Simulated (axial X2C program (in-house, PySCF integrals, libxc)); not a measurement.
**Linear CSbO at several levels**

The task here is to estimate one member of a computed series from the others.

The runs use an in-house X2C program for linear molecules on PySCF integrals; all-electron X2C, two-component (2c) or spin-free, C dyall-v3z, Sb dyall-v3z, O dyall-av3z.

All values are calculated.

2 further runs of the same task are left out: 2 set aside as unsound or not needed.

The first run:

Contents of task.json:

```json
{"zs": [6, 51, 8], "q": 0, "bas": ["dyall-v3z", "dyall-v3z", "dyall-av3z"], "r0": [2.0, 1.9], "symm": 0, "scan": ["PBE0", "HF", "r2SCAN"], "levels": ["PBE0", "HF", "r2SCAN"], "nst": 2}
```

Keys: zs atomic numbers; q charge; bas basis sets; r0 starting distance in Å; symm equal bonds; scan levels of the two-bond scan; levels methods; nst determinants followed.

Launch:

```bash
python solin.py task.json out
```

Masses C 12.000, Sb 120.904, O 15.995 u.

Steps of the session up to this table: Scan at PBE0, 2c; Scan at r2SCAN, 2c; Scan at PBE0, spin-free.

One of the session's tables, all rows but one given; the rest of the session is left out.

| level | r(C–Sb) (Å) | lower stretch (cm⁻¹) | upper stretch (cm⁻¹) |
| --- | --- | --- | --- |
| PBE0, 2c | ? | ? | ? |
| r2SCAN, 2c | 1.994 | 640.4 | 810.4 |
| PBE0, spin-free | 1.975 | 668.1 | 838.6 |
| r2SCAN, spin-free | 1.987 | 657.0 | 807.5 |

Q: Estimate the row for PBE0, 2c from the others.

As computed: r(C–Sb) (Å): 1.983; lower stretch (cm⁻¹): 645.0; upper stretch (cm⁻¹): 842.0. In the column «r(C–Sb) (Å)» it lies between PBE0, spin-free (1.975) and r2SCAN, spin-free (1.987).

Scans not shown above were run alike.

The molecule was held linear; bending was not examined, so a bent shape may lie lower. Note: functional without a current term on a determinant with orbital currents, of the molecule or an atom.
